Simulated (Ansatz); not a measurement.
The system is HPbNO4.

```xyz
7
Lattice="4.1992 0.1112 0.1682 1.9160 3.8913 0.1257 1.7609 1.2526 6.3727" Properties=species:S:1:pos:R:3 pbc="T T T"
H     6.1559    3.5396    4.2374
Pb    3.9410    4.7367    5.7714
N     2.1622    1.5295    2.0021
O     6.1170    3.6060    5.2180
O     2.2525    1.0554    0.8130
O     2.1821    0.7481    2.9790
O     2.0545    2.7723    2.1460
```

The cell was built by a generator and needn't be a form met in nature.

| Quantity | Value |
| --- | --- |
| Program | Ansatz 0.2.0 |
| Task | relaxation of cell and atoms |
| Functional | LDA |
| Potentials or basis | Ansatz PAW |
| Cutoff | 420 eV (not typed: the program's choice for these potentials) |
| k mesh | 5 × 5 × 3 |
| Occupations | fermi-dirac, width 0.05 eV |
| Spin | no spin polarisation |

At the start: volume 14.48 Å³/atom.

**Question.** Where does the relaxation end?

**Answer.** It ends after 21 steps and the volume is 12.73 Å³/atom (-12.1 %); space group Cm (No. 8, to 0.05 Å).

Step by step:
```csv
step,energy change (eV),largest force (eV/Å),volume (Å³)
1,0.0000,0.8983,101.39
2,-0.2038,0.5839,88.04
3,-0.2382,0.2063,91.51
4,-0.2443,0.0932,91.13
5,-0.2519,0.0989,90.51
6,-0.2544,0.0728,90.35
7,-0.2550,0.0388,90.33
8,-0.2550,0.0197,90.36
9,-0.2556,0.0358,90.26
10,-0.2549,0.0238,90.39
11,-0.2553,0.0028,90.32
12,-0.2201,0.0077,90.32
13,-0.2290,0.0425,89.08
14,-0.2285,0.0346,89.22
15,-0.2283,0.0212,89.27
16,-0.2284,0.0074,89.26
17,-0.2230,0.0079,89.26
18,-0.2237,0.0328,89.13
19,-0.2237,0.0324,89.14
20,-0.2237,0.0048,89.14
21,-0.2231,0.0045,89.14
```

Final structure:
```xyz
7
Lattice="4.0731 0.1368 0.1727 1.8907 3.6370 0.0867 1.7331 1.1146 6.1994" Properties=species:S:1:pos:R:3 pbc="T T T"
H     6.0245    3.2807    3.9983
Pb    3.8704    4.4513    5.5817
N     2.1097    1.4080    1.9819
O     5.9799    3.3627    4.9915
O     2.1823    0.9241    0.8180
O     2.1062    0.6455    2.9553
O     2.0431    2.6395    2.1151
```

Caveat: the plane-wave basis is chosen anew once the cell has moved, so the energies of steps on either side of that aren't comparable; the pressure holds a Pulay correction of +0.9 GPa for the finite cutoff; the PAW data sets come from PBE, with cores solved anew for the run's functional, which leaves a small shift of forces and pressure.
